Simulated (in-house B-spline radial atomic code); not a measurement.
**Ge¹³⁺: symmetry-violating constants of one valence electron**

Aim: for Ge¹³⁺, one electron outside the core [Ne] 3s2 3p6, the dipole amplitudes that the weak charge of the nucleus induces, the enhancement of an electron EDM and the field-shift constants, at three levels.

The numbers are computed with an in-house B-spline radial atomic code, version 1 (Dirac-Hartree-Fock, RPA and Brueckner orbitals, sums over states, B-spline basis), except any that are marked as measured or tabulated.

## (1) What is computed

| Item | Value |
| --- | --- |
| element | germanium (Z = 32) |
| charge | +13 |
| closed core | [Ne] 3s2 3p6 |
| nucleus | mass number 74, rms radius 4.074 fm |

## (2) The run

Settings:

```ini
basis_form = 2
Z = 32
core_configuration = [Ne] 3s2 3p6
rms_radius = 4.0742
mass_number = 74
speed_of_light = 137.035999084
box_radius = 5.0
lmax = 6
intervals = 60
virtual_cutoff = 2048.0
```

Launch:

```
$ python run_mb.py task.json out
```

The settings stand in task.json.

The runs that follow: Parity-violating amplitudes; Electron EDM and scalar-pseudoscalar coupling; Field shifts.

Before running it: what results should come out? Wanted: E1; EDM enhancement, 4s1/2; atomic EDM per C_SP and nucleon, 4s1/2; field shift, 4s1/2.

As calculated:

| quantity | value |
| --- | --- |
| E1 (5s1/2 – 4s1/2) per unit weak charge | 0.0006063 × 10⁻¹¹ e bohr |
| EDM enhancement, 4s1/2 | 11.58 |
| atomic EDM per C_SP and nucleon, 4s1/2 | -0.06413 × 10⁻²⁰ e cm |
| field shift, 4s1/2 | 11.77 GHz/fm² |

For 5s1/2 – 4s1/2 core polarisation (RPA) moves the amplitude by -3.3 % and the Brueckner orbitals by a further -0.015 %. The EDM enhancement of 4s1/2 is 11.6, so in that state the EDM exceeds the electron's own. It is not the lowest valence state computed (3d3/2). These effects come from s and p1/2 electrons at the nucleus and grow steeply with Z. 4p3/2 has no density at the nucleus, so its DHF field shift is near zero; the RPA value, -1.04 GHz/fm², comes from the core's response and has the opposite sign to that of the s states. Breit, QED, the neutron skin and higher orders are left out.
